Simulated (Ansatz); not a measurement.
AgRh, 2 atoms in the cell. The structure is hexagonal, space group P-6m2 (No. 187). The conventional cell has a = 2.778 Å, b = 2.778 Å, c = 4.809 Å, α = 90.00°, β = 90.00°, γ = 120.00°. Around Ag (site symmetry -6m2) lie 6 Ag at 2.78 Å and 6 Rh at 2.89 Å. Rh (site symmetry -6m2) is surrounded by 6 Rh at 2.78 Å and 6 Ag at 2.89 Å. The cell comes from a database or a generator and needn't be the stable form of this composition.

| Quantity | Value |
| --- | --- |
| Program | Ansatz 0.2.0 |
| Task | band structure |
| Functional | PBEsol |
| Potentials or basis | Ansatz PAW |
| Cutoff | 420 eV (not typed: the program's choice for these potentials) |
| k mesh | 11 × 11 × 6 |
| Occupations | fermi-dirac, width 0.05 eV |
| Spin | no spin polarisation |
| Path | [["G", "M", "K", "G", "A", "L", "H", "A"], ["L", "M"], ["K", "H"]] |
| Points for each segment of the path | 14 |

Potentials or basis: Ansatz PAW.

Run with:

```bash
$ ansatz run input.yaml --threads 2 --pin off --max-ram 5632MiB --backend cpu --events-out ev --progress --plain --runs-dir out
```

Hardware: 2 threads of Intel(R) Xeon(R) Platinum 8259CL CPU @ 2.50GHz (Skylake/Cascade Lake), with other jobs on the host.

Problem. Estimate the wall time of this run.

Solution. Run time: 5.6 s on 2 threads of Intel(R) Xeon(R) Platinum 8259CL CPU @ 2.50GHz (Skylake/Cascade Lake), with other jobs on the host, peak memory 0.42 GiB. Counts: scf iterations 7, plane waves 641, k points 64, bands 24.
